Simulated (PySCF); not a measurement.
# Bi3 (Bi33+): the cost of one run

Program: PySCF 2.14.0. Level of theory: PBE0, Bi def2-SVP with ECP60; scalar-relativistic core potentials, no spin–orbit coupling. These are calculated values, not measurements.

2 further runs of the same task are left out: 2 for a known fault of the program.

## 1. Starting geometry

3 atoms, charge 3, spin multiplicity 1.

Bond lengths: Bi1–Bi2 2.998 Å, Bi1–Bi3 2.998 Å, Bi2–Bi3 2.998 Å. Angles: Bi2–Bi1–Bi3 60.0°, Bi1–Bi2–Bi3 60.0°, Bi1–Bi3–Bi2 60.0°.

Coordinates:

```xyz
3
charge 3, multiplicity 1
Bi    1.7310    0.0000    0.0000
Bi   -0.8655    1.4991    0.0000
Bi   -0.8655   -1.4991    0.0000
```

## 2. SCF at the start, singlet

run.py (the lines that set the calculation) reads:

```python
mol = gto.M(atom='''
Bi     1.73100     0.00000     0.00000
Bi    -0.86550     1.49910     0.00000
Bi    -0.86550    -1.49910     0.00000''',
    basis={'Bi': 'def2-SVP'},
    ecp={'Bi': 'def2-SVP'},
    charge=3, spin=0)
mf = dft.RKS(mol, xc='PBE0')
mf.grids.atom_grid = (50, 194)
mf = mf.density_fit()  # fitting sets: Bi def2-universal-JKFIT
mf.conv_tol = 1e-08; mf.max_cycle = 55
mf.kernel(dm0)  # dm0: free metal ions and neutral atoms
```

On the command line:

```sh
> OMP_NUM_THREADS=2 python run.py
```

What time and memory should one allow on 2 threads of Arm Neoverse V1, shared host?

About 7.3 s, with a peak of 0.43 GiB.
